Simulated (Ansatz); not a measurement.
# C6H18N3OV: the cost of one run

Computed with Ansatz 0.2.0, Gaussian basis. Level: the settings change from run to run.

**1. The geometry**

The geometry comes from an earlier relaxation with PBE0-D4 in a triple-zeta def2 set; it is a stationary point, not always the lowest conformer.

SMILES `C[N](C)[V](=[O])([N](C)C)[N](C)C`, 29 atoms, charge 0, spin multiplicity 1.

Atoms are counted from 1 here; the program's logs count them from 0.

Bond lengths: C1–N2 1.438 Å, C1–H12 1.092 Å, C1–H13 1.100 Å, C1–H14 1.100 Å, N2–C3 1.440 Å, N2–V4 1.848 Å, C3–H15 1.100 Å, C3–H16 1.089 Å, C3–H17 1.100 Å, V4–O5 1.569 Å, V4–N6 1.848 Å, V4–N9 1.848 Å, N6–C7 1.438 Å, N6–C8 1.440 Å, C7–H18 1.100 Å, C7–H19 1.092 Å, C7–H20 1.100 Å, C8–H21 1.089 Å and more. Angles: N2–C1–H12 111.4°, N2–C1–H13 111.3°, N2–C1–H14 111.4°, H12–C1–H13 107.3°, H12–C1–H14 107.8°, H13–C1–H14 107.4°, C1–N2–C3 112.8°, C1–N2–V4 122.4°, C3–N2–V4 124.7°, N2–C3–H15 111.2°, N2–C3–H16 110.6°, N2–C3–H17 111.0°, H15–C3–H16 108.4°, H15–C3–H17 107.3°, H16–C3–H17 108.3°, N2–V4–O5 109.3°, N2–V4–N6 109.6°, N2–V4–N9 109.6° and more.

**2. B2GP-PLYP/6-31G***

Set apart from the defaults: atoms shaken by 0.03 Å.

in.yaml reads:

```yaml
crystal:
  periodic: [false, false, false]
  atoms:
    - {symbol: C, position_ang: [-1.591667, 0.154759, 1.864674]}
    - {symbol: N, position_ang: [-0.180005, 0.194439, 1.719132]}
    - {symbol: C, position_ang: [0.443221, 0.590371, 2.967165]}
    - {symbol: V, position_ang: [0.742763, -0.243419, 0.169828]}
    - {symbol: O, position_ang: [2.252468, -0.600468, 0.515856]}
    - {symbol: N, position_ang: [0.761256, 1.251166, -0.933440]}
    - {symbol: C, position_ang: [-0.403698, 2.115759, -1.078246]}
    - {symbol: C, position_ang: [1.878729, 1.678122, -1.735965]}
    - {symbol: N, position_ang: [-0.091612, -1.637889, -0.628902]}
    - {symbol: C, position_ang: [-1.232601, -1.491594, -1.491386]}
    - {symbol: C, position_ang: [0.372866, -2.972164, -0.625730]}
    - {symbol: H, position_ang: [-2.084316, -0.076857, 0.894222]}
    - {symbol: H, position_ang: [-1.876100, -0.582848, 2.640952]}
    - {symbol: H, position_ang: [-2.062489, 1.169079, 2.153181]}
    - {symbol: H, position_ang: [0.183895, -0.184190, 3.746157]}
    - {symbol: H, position_ang: [1.558873, 0.525355, 2.881715]}
    - {symbol: H, position_ang: [0.169261, 1.523243, 3.318813]}
    - {symbol: H, position_ang: [-0.185678, 3.163558, -0.751636]}
    - {symbol: H, position_ang: [-1.277718, 1.729447, -0.501785]}
    - {symbol: H, position_ang: [-0.785946, 2.159951, -2.178148]}
    - {symbol: H, position_ang: [2.719699, 1.023138, -1.512044]}
    - {symbol: H, position_ang: [1.601796, 1.698422, -2.760734]}
    - {symbol: H, position_ang: [2.224698, 2.755033, -1.457087]}
    - {symbol: H, position_ang: [-2.093268, -2.075152, -1.103734]}
    - {symbol: H, position_ang: [-1.067319, -1.761857, -2.554169]}
    - {symbol: H, position_ang: [-1.588225, -0.442321, -1.550767]}
    - {symbol: H, position_ang: [0.680792, -3.309111, -1.596825]}
    - {symbol: H, position_ang: [1.280449, -3.033771, -0.077246]}
    - {symbol: H, position_ang: [-0.382057, -3.618710, -0.200429]}
basis:
  gaussian: {orbitals: "6-31G*"}
hamiltonian: {xc: {name: B2GP-PLYP}}
output: {forces: true}
```

The run is started by

```sh
ansatz run in.yaml --threads 11 --pin off --events-out ev --progress --plain --max-ram 174080MiB --backend cpu
```

**Question.** How long does this run take on 11 threads of AMD EPYC 7R13, shared host, and how much memory does it need?

About 16 s, with a peak of 1.3 GiB.
